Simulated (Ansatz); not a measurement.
# FGeH3: the cost of one run

Program: Ansatz 0.2.0. Level of theory: RKS PBE0-D4/def2-TZVP. These are calculated values, not measurements.

## 1. Reference run: GeH₃F, relaxed

Input file input.yaml:

```yaml
crystal:
  periodic: [false, false, false]
  atoms:
    - { symbol: Ge, position_ang: [-0.867896, -0.544204, -0.253497] }
    - { symbol: H, position_ang: [0.653811, -0.138485, 0.299777] }
    - { symbol: F, position_ang: [1.311981, -0.236872, -0.701356] }
    - { symbol: H, position_ang: [-1.144942, 1.0266, -0.471545] }
    - { symbol: H, position_ang: [0.047045, -0.10704, 1.126622] }
basis:
  gaussian: { orbitals: def2-TZVP }
hamiltonian:
  xc: pbe0
  dispersion: d4
output:
  forces: true
relax:
  f_tol: 0.02
  max_steps: 120
  constraints: [{ distance: [0, 1] }, { distance: [0, 2] }, { distance: [1, 2] }]
  escape_saddle: false
```

Launch:

```console
$ ansatz run input.yaml --threads 1 --pin off --max-ram 2560MiB --backend cpu --events-out ev --progress --plain --runs-dir out
```

**Question.** How long does this run take on 1 thread of Arm Neoverse V1, shared host, and how much memory does it need?

About 8 s, with a peak of 0.15 GiB.
